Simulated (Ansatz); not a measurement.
# Cl2H3NSi + H2O: a complex and its separated parts, part 2 of 3

Ansatz 0.2.0, Gaussian basis. Earlier steps stand in the parts before.

## (9) PBE0-D4/def2-TZVPP

The inputs:

parta/in.yaml

```yaml
crystal:
  periodic: [false, false, false]
  atoms:
    - {symbol: Si, position_ang: [-0.465050, -0.924137, -0.638791]}
    - {symbol: N, position_ang: [1.034588, -0.209410, -0.318575]}
    - {symbol: Cl, position_ang: [-0.389424, -2.638994, -1.770036]}
    - {symbol: Cl, position_ang: [-1.298963, -1.431657, 1.153648]}
    - {symbol: H, position_ang: [-1.327118, 0.018318, -1.371147]}
    - {symbol: H, position_ang: [1.656388, -0.606080, 0.367687]}
    - {symbol: H, position_ang: [1.538125, 0.259197, -1.055062]}
basis:
  gaussian: {orbitals: def2-TZVPP}
hamiltonian: {xc: pbe0, dispersion: d4}
output: {orbitals: {seedname: orbitals}}
```

partb/in.yaml

```yaml
crystal:
  periodic: [false, false, false]
  atoms:
    - {symbol: H, position_ang: [0.276226, 1.464699, 0.766463]}
    - {symbol: O, position_ang: [-0.255323, 2.205411, 1.065781]}
    - {symbol: H, position_ang: [-0.769451, 1.862655, 1.799933]}
basis:
  gaussian: {orbitals: def2-TZVPP}
hamiltonian: {xc: pbe0, dispersion: d4}
output: {orbitals: {seedname: orbitals}}
```

One command serves all of them, each in its own folder.

The run is started by

```bash
$ ansatz run in.yaml --threads 8 --pin off --events-out ev --progress --plain --max-ram 19148MiB
```

Log of parta, cut to the lines that bear on the results:

```text
Functional definition: PBE0
  name "PBE0"
  cite "Adamo & Barone, J. Chem. Phys. 110, 6158 (1999) doi:10.1063/1.478522"
  cite "Perdew, Burke & Ernzerhof, Phys. Rev. Lett. 77, 3865 (1996) doi:10.1103/PhysRevLett.77.3865"
  parent pbe
[...]
1273 factors; their error is unknown
[...]
mean field -34454.15741731 eV, -1266.1669312194 hartree, gradient 2.8e-5 eV, S^2 0.000000; 0 other end points of the search recorded, 0 dependent functions left out
reference -34454.15744626 eV, -1266.1669322834 hartree; 29, 29 occupied and 170, 170 virtual orbitals, 1273 factors
Total energy: -34454.32004419 eV, -1266.1729076472 hartree
```

Log of partb, cut to the lines that bear on the results:

```text
[... 5 set-up lines as earlier in the session ...]
[...]
269 factors; their error is unknown
[...]
mean field -2078.42782136 eV, -76.3808136261 hartree, gradient 1.2e-5 eV, S^2 0.000000; 0 other end points of the search recorded, 0 dependent functions left out
reference -2078.42783587 eV, -76.3808141591 hartree; 5, 5 occupied and 54, 54 virtual orbitals, 269 factors
Total energy: -2078.43209169 eV, -76.3809705577 hartree
```

Times: 2.2 s (parta), 0.35 s (partb) on 8 threads of Oxide Virtual Turin-like, shared host.

## (10) B3LYP-D4/def2-TZVPP

The same edit goes into each in.yaml of step 9 (parta, partb):

```diff
-hamiltonian: {xc: pbe0, dispersion: d4}
-output: {orbitals: {seedname: orbitals}}
+hamiltonian: {xc: {name: B3LYP}, dispersion: d4}
```

The same command starts each run, in its folder.

The run is started by

```bash
$ ansatz run in.yaml --threads 8 --pin off --events-out ev --progress --plain --max-ram 19148MiB
```

parta printed, cut to the lines that bear on the results:

```text
Functional definition: B3LYP
  name "B3LYP"
  cite "Stephens, Devlin, Chabalowski & Frisch, J. Phys. Chem. 98, 11623 (1994) doi:10.1021/j100096a001"
[... 2 set-up lines as earlier in the session ...]
  cite "Vosko, Wilk & Nusair, Can. J. Phys. 58, 1200 (1980) doi:10.1139/p80-159"
[...]
1249 factors; their error is unknown
[...]
mean field -34468.78887275 eV, -1266.7046272891 hartree, gradient 3.3e-5 eV, S^2 0.000000; 0 other end points of the search recorded, 0 dependent functions left out
reference -34468.78913529 eV, -1266.7046369373 hartree; 29, 29 occupied and 170, 170 virtual orbitals, 1249 factors
Total energy: -34469.10390952 eV, -1266.7162046773 hartree
```

partb printed, cut to the lines that bear on the results:

```text
[... 6 set-up lines as earlier in the session ...]
[...]
269 factors; their error is unknown
[...]
mean field -2080.76395960 eV, -76.4666651230 hartree, gradient 1.1e-5 eV, S^2 0.000000; 0 other end points of the search recorded, 0 dependent functions left out
reference -2080.76409797 eV, -76.4666702077 hartree; 5, 5 occupied and 54, 54 virtual orbitals, 269 factors
Total energy: -2080.77252402 eV, -76.4669798594 hartree
```

Wall times: 1.9 s (parta), 0.35 s (partb) on 8 threads of Oxide Virtual Turin-like, shared host.

## (11) r2SCAN0-D4/def2-TZVPP

Each input of step 10 (parta, partb) changes in the same lines:

```diff
-hamiltonian: {xc: {name: B3LYP}, dispersion: d4}
+hamiltonian: {xc: {name: r2SCAN0}, dispersion: d4}
```

One command serves all of them, each in its own folder.

The run is started by

```bash
$ ansatz run in.yaml --threads 8 --pin off --events-out ev --progress --plain --max-ram 19148MiB
```

Output in parta, cut to the lines that bear on the results:

```text
Functional definition: r2SCAN0
  name "r2SCAN0"
  cite "Bursch, Neugebauer, Ehlert & Grimme, J. Chem. Phys. 156, 134105 (2022) doi:10.1063/5.0086040"
[... 3 set-up lines as earlier in the session ...]
[...]
1273 factors; their error is unknown
[...]
mean field -34463.86082560 eV, -1266.5235248970 hartree, gradient 4.1e-5 eV, S^2 0.000000; 0 other end points of the search recorded, 0 dependent functions left out
reference -34463.86083355 eV, -1266.5235251891 hartree; 29, 29 occupied and 170, 170 virtual orbitals, 1273 factors
Total energy: -34463.91355368 eV, -1266.5254626182 hartree
```

Output in partb, cut to the lines that bear on the results:

```text
[... 6 set-up lines as earlier in the session ...]
[...]
269 factors; their error is unknown
[...]
mean field -2079.27470810 eV, -76.4119361397 hartree, gradient 2.0e-5 eV, S^2 0.000000; 0 other end points of the search recorded, 0 dependent functions left out
reference -2079.27471220 eV, -76.4119362904 hartree; 5, 5 occupied and 54, 54 virtual orbitals, 269 factors
Total energy: -2079.27611635 eV, -76.4119878920 hartree
```

Times: 2.6 s (parta), 0.55 s (partb) on 8 threads of Oxide Virtual Turin-like, shared host.

## (12) BHLYP-D4/def2-TZVPP

Each input of step 11 (parta, partb) changes in the same lines:

```diff
-hamiltonian: {xc: {name: r2SCAN0}, dispersion: d4}
+hamiltonian: {xc: {name: BHLYP}, dispersion: d4}
```

The same command starts each run, in its folder.

The run is started by

```bash
$ ansatz run in.yaml --threads 8 --pin off --events-out ev --progress --plain --max-ram 19148MiB
```

Log of parta, cut to the lines that bear on the results:

```text
Functional definition: BHLYP
  name "BHLYP"
  cite "Becke, J. Chem. Phys. 98, 1372 (1993) doi:10.1063/1.464304"
[... 2 set-up lines as earlier in the session ...]
[...]
1344 factors; their error is unknown
[...]
mean field -34466.61726026 eV, -1266.6248220022 hartree, gradient 4.3e-5 eV, S^2 0.000000; 0 other end points of the search recorded, 0 dependent functions left out
reference -34466.61744008 eV, -1266.6248286106 hartree; 29, 29 occupied and 170, 170 virtual orbitals, 1344 factors
Total energy: -34466.87482112 eV, -1266.6342871894 hartree
```

partb printed, cut to the lines that bear on the results:

```text
[... 5 set-up lines as earlier in the session ...]
[...]
295 factors; their error is unknown
[...]
mean field -2079.57890948 eV, -76.4231153343 hartree, gradient 2.0e-5 eV, S^2 0.000000; 0 other end points of the search recorded, 0 dependent functions left out
reference -2079.57900028 eV, -76.4231186709 hartree; 5, 5 occupied and 54, 54 virtual orbitals, 295 factors
Total energy: -2079.58395209 eV, -76.4233006465 hartree
```

Wall times: 2.1 s (parta), 0.4 s (partb) on 8 threads of Oxide Virtual Turin-like, shared host.

## (13) CAM-B3LYP-D4/def2-TZVPP

Each input of step 12 (parta, partb) changes in the same lines:

```diff
-hamiltonian: {xc: {name: BHLYP}, dispersion: d4}
+hamiltonian: {xc: {name: CAM-B3LYP}, dispersion: d4}
```

One command serves all of them, each in its own folder.

The run is started by

```bash
$ ansatz run in.yaml --threads 8 --pin off --events-out ev --progress --plain --max-ram 19148MiB
```

Log of parta, cut to the lines that bear on the results:

```text
Functional definition: CAM-B3LYP
  name "CAM-B3LYP"
  cite "Yanai, Tew & Handy, Chem. Phys. Lett. 393, 51 (2004) doi:10.1016/j.cplett.2004.06.011"
  cite "Iikura, Tsuneda, Yanai & Hirao, J. Chem. Phys. 115, 3540 (2001) doi:10.1063/1.1383587"
[... 2 set-up lines as earlier in the session ...]
[...]
1249 factors; their error is unknown
254 factors; integrals over basis functions are off by at most 1.2e-5 eV
[...]
mean field -34467.72834190 eV, -1266.6656534995 hartree, gradient 8.1e-5 eV, S^2 0.000000; 0 other end points of the search recorded, 0 dependent functions left out
reference -34467.72846997 eV, -1266.6656582059 hartree; 29, 29 occupied and 170, 170 virtual orbitals, 1249 factors
Total energy: -34467.89552333 eV, -1266.6717973035 hartree
```

Log of partb, cut to the lines that bear on the results:

```text
[... 6 set-up lines as earlier in the session ...]
[...]
  # Exact exchange under (alpha + beta erf(omega r))/r, Becke's under what is left of 1/r.
[...]
269 factors; their error is unknown
72 factors; integrals over basis functions are off by at most 1.6e-5 eV
[...]
mean field -2079.99968529 eV, -76.4385785598 hartree, gradient 1.1e-5 eV, S^2 0.000000; 0 other end points of the search recorded, 0 dependent functions left out
reference -2079.99975272 eV, -76.4385810378 hartree; 5, 5 occupied and 54, 54 virtual orbitals, 269 factors
Total energy: -2080.00381867 eV, -76.4387304590 hartree
```

They took 2.2 s (parta), 0.56 s (partb) on 8 threads of Oxide Virtual Turin-like, shared host.

## (14) wB97X-V/def2-TZVPP

Each input of step 13 (parta, partb) changes in the same lines:

```diff
-hamiltonian: {xc: {name: CAM-B3LYP}, dispersion: d4}
+hamiltonian: {xc: {name: wB97X-V}}
```

Each run has its own folder and the same command.

The run is started by

```bash
$ ansatz run in.yaml --threads 8 --pin off --events-out ev --progress --plain --max-ram 19148MiB
```

parta printed, cut to the lines that bear on the results:

```text
Functional definition: wB97X-V
  name "wB97X-V"
  cite "Mardirossian & Head-Gordon, Phys. Chem. Chem. Phys. 16, 9904 (2014) doi:10.1039/C3CP54374A"
[... 2 set-up lines as earlier in the session ...]
[...]
      + integral(e_c_pw_opposite_spin*poly(b97_u_opposite, cos0, cos1)) + vv10(b, c)
1243 factors; their error is unknown
226 factors; integrals over basis functions are off by at most 2.6e-5 eV
[...]
mean field -34462.01964984 eV, -1266.4558629359 hartree, gradient 3.0e-5 eV, S^2 0.000000; 0 other end points of the search recorded, 0 dependent functions left out
reference -34462.01964812 eV, -1266.4558628723 hartree; 29, 29 occupied and 170, 170 virtual orbitals, 1243 factors
Total energy: -34462.01964812 eV, -1266.4558628723 hartree
```

Output in partb, cut to the lines that bear on the results:

```text
[... 5 set-up lines as earlier in the session ...]
[...]
      + integral(e_c_pw_opposite_spin*poly(b97_u_opposite, cos0, cos1)) + vv10(b, c)
269 factors; their error is unknown
69 factors; integrals over basis functions are off by at most 2.2e-5 eV
[...]
mean field -2079.88767213 eV, -76.4344621524 hartree, gradient 2.2e-5 eV, S^2 0.000000; 0 other end points of the search recorded, 0 dependent functions left out
reference -2079.88767124 eV, -76.4344621195 hartree; 5, 5 occupied and 54, 54 virtual orbitals, 269 factors
Total energy: -2079.88767124 eV, -76.4344621195 hartree
```

Times: 3.8 s (parta), 0.76 s (partb) on 8 threads of Oxide Virtual Turin-like, shared host.

## (15) wB97M-V/def2-TZVPP

Each input of step 14 (parta, partb) changes in the same lines:

```diff
-hamiltonian: {xc: {name: wB97X-V}}
+hamiltonian: {xc: {name: wB97M-V}}
```

The same command starts each run, in its folder.

The run is started by

```bash
$ ansatz run in.yaml --threads 8 --pin off --events-out ev --progress --plain --max-ram 19148MiB
```

parta printed, cut to the lines that bear on the results:

```text
Functional definition: wB97M-V
  name "wB97M-V"
  cite "Mardirossian & Head-Gordon, J. Chem. Phys. 144, 214110 (2016) doi:10.1063/1.4952647"
[... 2 set-up lines as earlier in the session ...]
  # Of w^i u^j: cxij and so on, Table III.
[...]
  gx(w, u) = 1 - cx + cx01*u + cx10*w
[...]
      + integral(e_c_pw_mod_opposite_spin*gos(b97_w_opposite, b97_u_opposite)) + vv10(b, c)
1243 factors; their error is unknown
226 factors; integrals over basis functions are off by at most 2.6e-5 eV
[...]
mean field -34465.13808745 eV, -1266.5704634041 hartree, gradient 2.9e-5 eV, S^2 0.000000; 0 other end points of the search recorded, 0 dependent functions left out
reference -34465.13812946 eV, -1266.5704649481 hartree; 29, 29 occupied and 170, 170 virtual orbitals, 1243 factors
Total energy: -34465.13812946 eV, -1266.5704649481 hartree
```

Output in partb, cut to the lines that bear on the results:

```text
[... 5 set-up lines as earlier in the session ...]
  # Of w^i u^j: cxij and so on, Table III.
[...]
  gx(w, u) = 1 - cx + cx01*u + cx10*w
[...]
      + integral(e_c_pw_mod_opposite_spin*gos(b97_w_opposite, b97_u_opposite)) + vv10(b, c)
269 factors; their error is unknown
69 factors; integrals over basis functions are off by at most 2.2e-5 eV
[...]
mean field -2079.85938252 eV, -76.4334225284 hartree, gradient 2.9e-5 eV, S^2 0.000000; 0 other end points of the search recorded, 0 dependent functions left out
reference -2079.85940453 eV, -76.4334233372 hartree; 5, 5 occupied and 54, 54 virtual orbitals, 269 factors
Total energy: -2079.85940453 eV, -76.4334233372 hartree
```

Times: 3.7 s (parta), 0.6 s (partb) on 8 threads of Oxide Virtual Turin-like, shared host.

## (16) B2PLYP/def2-TZVPP

Each input of step 15 (parta, partb) changes in the same lines:

```diff
-hamiltonian: {xc: {name: wB97M-V}}
+hamiltonian: {xc: {name: B2PLYP}}
```

One command serves all of them, each in its own folder.

The run is started by

```bash
$ ansatz run in.yaml --threads 8 --pin off --events-out ev --progress --plain --max-ram 19148MiB
```

Output in parta, cut to the lines that bear on the results:

```text
Functional definition: B2PLYP
  name "B2PLYP"
  cite "Grimme, J. Chem. Phys. 124, 034108 (2006) doi:10.1063/1.2148954"
[... 2 set-up lines as earlier in the session ...]
[...]
1166 factors; integrals over basis functions are off by at most 9.1e-4 eV
[...]
mean field -34449.62499521 eV, -1266.0003677794 hartree, gradient 4.4e-6 eV, S^2 0.000000; 0 other end points of the search recorded, 0 dependent functions left out
16 core orbitals not correlated: weight in the atoms' cores, before any rotation towards them, 1.000 or more for the frozen orbitals, at most 0.000 for the correlated occupied ones
reference -34449.62516323 eV, -1266.0003739542 hartree; 13, 13 occupied and 170, 170 virtual orbitals, 1166 factors
second order -23.44595089 eV of doubles, -0.00000000 eV of singles
Total energy: -34455.95556997 eV, -1266.2330121110 hartree
```

partb printed, cut to the lines that bear on the results:

```text
[... 5 set-up lines as earlier in the session ...]
[...]
361 factors; integrals over basis functions are off by at most 7.6e-4 eV
[...]
mean field -2077.03828161 eV, -76.3297489822 hartree, gradient 8.4e-7 eV, S^2 0.000000; 0 other end points of the search recorded, 0 dependent functions left out
1 core orbitals not correlated: weight in the atoms' cores, before any rotation towards them, 1.000 or more for the frozen orbitals, at most 0.000 for the correlated occupied ones
reference -2077.03836664 eV, -76.3297521068 hartree; 4, 4 occupied and 54, 54 virtual orbitals, 361 factors
second order -8.41871894 eV of doubles, -0.00000000 eV of singles
Total energy: -2079.31142075 eV, -76.4132853047 hartree
```

They took 3.4 s (parta), 0.65 s (partb) on 8 threads of Oxide Virtual Turin-like, shared host.

## (17) PBE-QIDH/def2-TZVPP

Each input of step 16 (parta, partb) changes in the same lines:

```diff
-hamiltonian: {xc: {name: B2PLYP}}
+hamiltonian: {xc: {name: PBE-QIDH}}
```

The same command starts each run, in its folder.

The run is started by

```bash
$ ansatz run in.yaml --threads 8 --pin off --events-out ev --progress --plain --max-ram 19148MiB
```

parta printed, cut to the lines that bear on the results:

```text
Functional definition: PBE-QIDH
  name "PBE-QIDH"
  cite "Brémond, Sancho-García, Pérez-Jiménez & Adamo, J. Chem. Phys. 141, 031101 (2014) doi:10.1063/1.4890314"
[... 1 set-up line as earlier in the session ...]
[...]
1166 factors; integrals over basis functions are off by at most 9.1e-4 eV
[...]
mean field -34439.96843355 eV, -1265.6454956839 hartree, gradient 7.3e-6 eV, S^2 0.000000; 0 other end points of the search recorded, 0 dependent functions left out
16 core orbitals not correlated: weight in the atoms' cores, before any rotation towards them, 1.000 or more for the frozen orbitals, at most 0.000 for the correlated occupied ones
reference -34439.96844531 eV, -1265.6454961162 hartree; 13, 13 occupied and 170, 170 virtual orbitals, 1166 factors
second order -21.78355166 eV of doubles, -0.00000000 eV of singles
Total energy: -34447.22962920 eV, -1265.9123397023 hartree
```

Log of partb, cut to the lines that bear on the results:

```text
[... 4 set-up lines as earlier in the session ...]
[...]
361 factors; integrals over basis functions are off by at most 7.6e-4 eV
[...]
mean field -2075.58435697 eV, -76.2763182372 hartree, gradient 2.2e-6 eV, S^2 0.000000; 0 other end points of the search recorded, 0 dependent functions left out
1 core orbitals not correlated: weight in the atoms' cores, before any rotation towards them, 1.000 or more for the frozen orbitals, at most 0.000 for the correlated occupied ones
reference -2075.58436247 eV, -76.2763184390 hartree; 4, 4 occupied and 54, 54 virtual orbitals, 361 factors
second order -7.85898700 eV of doubles, -0.00000000 eV of singles
Total energy: -2078.20402480 eV, -76.3725892541 hartree
```

Wall times: 3.3 s (parta), 0.65 s (partb) on 8 threads of Oxide Virtual Turin-like, shared host.

## (18) RPA on PBE/def2-TZVPP

The same edit goes into each in.yaml of step 17 (parta, partb):

```diff
-hamiltonian: {xc: {name: PBE-QIDH}}
+hamiltonian: {xc: pbe}
+correlation: {method: rpa}
```

Each run has its own folder and the same command.

The run is started by

```bash
$ ansatz run in.yaml --threads 8 --pin off --events-out ev --progress --plain --max-ram 19148MiB
```

parta printed, cut to the lines that bear on the results:

```text
[... 4 set-up lines as earlier in the session ...]
[...]
1166 factors; integrals over basis functions are off by at most 9.1e-4 eV
[...]
mean field -34451.19830816 eV, -1266.0581859639 hartree, gradient 7.8e-6 eV, S^2 0.000000; 0 other end points of the search recorded, 0 dependent functions left out
16 core orbitals not correlated: weight in the atoms' cores, before any rotation towards them, 1.000 or more for the frozen orbitals, at most 0.000 for the correlated occupied ones
reference -34403.08748998 eV, -1264.2901460065 hartree; 13, 13 occupied and 170, 170 virtual orbitals, 1166 factors
Total energy: -34434.89716769 eV, -1265.4591301012 hartree
```

Log of partb, cut to the lines that bear on the results:

```text
[... 4 set-up lines as earlier in the session ...]
[...]
361 factors; integrals over basis functions are off by at most 7.6e-4 eV
[...]
mean field -2078.40755211 eV, -76.3800687449 hartree, gradient 2.1e-6 eV, S^2 0.000000; 0 other end points of the search recorded, 0 dependent functions left out
1 core orbitals not correlated: weight in the atoms' cores, before any rotation towards them, 1.000 or more for the frozen orbitals, at most 0.000 for the correlated occupied ones
reference -2069.53696982 eV, -76.0540808585 hartree; 4, 4 occupied and 54, 54 virtual orbitals, 361 factors
Total energy: -2080.48260275 eV, -76.4563254494 hartree
```

They took 2.9 s (parta), 0.65 s (partb) on 8 threads of Oxide Virtual Turin-like, shared host.

## (19) CCSD(T)/def2-TZVPP

Each input of step 18 (parta, partb) changes in the same lines:

```diff
-hamiltonian: {xc: pbe}
-correlation: {method: rpa}
+correlation: {method: ccsd_t}
```

Each run has its own folder and the same command.

The run is started by

```bash
$ ansatz run in.yaml --threads 8 --pin off --events-out ev --progress --plain --max-ram 19148MiB
```

parta printed, cut to the lines that bear on the results:

```text
Functional definition: HF
  name "HF"
  cite "Fock, Z. Phys. 61, 126 (1930) doi:10.1007/BF01340294"
[... 1 set-up line as earlier in the session ...]
[...]
1166 factors; integrals over basis functions are off by at most 9.1e-4 eV
[...]
mean field -34404.41957766 eV, -1264.3390993260 hartree, gradient 2.9e-6 eV, S^2 0.000000; 0 other end points of the search recorded, 0 dependent functions left out
16 core orbitals not correlated: weight in the atoms' cores, before any rotation towards them, 1.000 or more for the frozen orbitals, at most 0.000 for the correlated occupied ones
reference -34404.41957766 eV, -1264.3390993260 hartree; 13, 13 occupied and 170, 170 virtual orbitals, 1166 factors
second order -19.33289830 eV of doubles, -0.00000000 eV of singles
cycle   1  -20.11485422 eV  change   -7.8e-1 eV  update   8.1e-2
[...]
cycle   8  -20.59328601 eV  change   -1.7e-5 eV  update   2.8e-5
perturbative correction -0.83976109 eV, -0.0308606509 hartree
Total energy: -34425.85262476 eV, -1265.1267492791 hartree
```

Log of partb, cut to the lines that bear on the results:

```text
[... 4 set-up lines as earlier in the session ...]
[...]
361 factors; integrals over basis functions are off by at most 7.6e-4 eV
[...]
mean field -2069.76241503 eV, -76.0623658172 hartree, gradient 3.6e-6 eV, S^2 0.000000; 0 other end points of the search recorded, 0 dependent functions left out
1 core orbitals not correlated: weight in the atoms' cores, before any rotation towards them, 1.000 or more for the frozen orbitals, at most 0.000 for the correlated occupied ones
reference -2069.76241503 eV, -76.0623658172 hartree; 4, 4 occupied and 54, 54 virtual orbitals, 361 factors
second order -7.10556302 eV of doubles, -0.00000000 eV of singles
cycle   1  -7.11162554 eV  change   -6.1e-3 eV  update   4.1e-2
[...]
cycle   8  -7.26608048 eV  change    3.5e-6 eV  update   7.2e-6
perturbative correction -0.20740285 eV, -0.0076219142 hartree
Total energy: -2077.23589837 eV, -76.3370112640 hartree
```

Times: 21 s (parta), 1.1 s (partb) on 8 threads of Oxide Virtual Turin-like, shared host; peak memory 2.2 GiB.

[end of part 2 of 3]
